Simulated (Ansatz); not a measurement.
# Zn2Pt: the cost of one run

Method: DFT PBE, scalar-relativistic, plane waves, PAW, in Ansatz 0.2.0.

## (1) The structure to begin with

The structure is tetragonal, space group I4/mmm (No. 139). The conventional cell has a = 3.819 Å, b = 3.819 Å, c = 6.263 Å, α = 90.00°, β = 90.00°, γ = 90.00°. Around Zn (site symmetry 4mm) lie 1 Zn at 1.16 Å. Pt (site symmetry 4/mmm) has 10 Zn at 2.55 to 2.76 Å as nearest neighbours.

Coordinates:

```xyz
3
Lattice="-1.9093 1.9093 3.1315 1.9093 -1.9093 3.1315 1.9093 1.9093 -3.1315" Properties=species:S:1:pos:R:3 pbc="T T T"
Zn    0.0000    0.0000    3.7139
Zn    0.0000    0.0000    2.5490
Pt    0.0000    0.0000    0.0000
```

(A quick probe on a coarse mesh, which set the mesh and smearing, is not shown.)

## (3) Rough relaxation on the coarse mesh

Input file input.yaml:

```yaml
crystal:
  lattice:
    - [-1.9093087991, 1.9093087991, 3.1314627605]
    - [1.9093087991, -1.9093087991, 3.1314627605]
    - [1.9093087991, 1.9093087991, -3.1314627605]
  atoms:
    - { symbol: Zn, position: [0.593, 0.593, 0.0] }
    - { symbol: Zn, position: [0.407, 0.407, 0.0] }
    - { symbol: Pt, position: [0.0, 0.0, 0.0] }
basis:
  ecutwfc: 420
kpoints:
  mp_grid: { grid: [6, 6, 6] }
hamiltonian:
  xc: pbe
scf:
  occupations: { method: gaussian, width: 0.1 }
  lower_state_search: "off"
output:
  forces: true
  stress: true
  eigenvalues: true
relax:
  adjacent_minimum: "off"
  f_tol: 0.04
  max_steps: 70
  cell: { stress_tol: 0.4 }
```

Started as:

```bash
> ansatz run input.yaml --threads 1 --pin off --max-ram 2560MiB --backend cpu --events-out ev --progress --plain --runs-dir out
```

What time and memory should one allow on 1 thread of Arm Neoverse V1, shared host?

About 49 s, with a peak of 0.36 GiB.
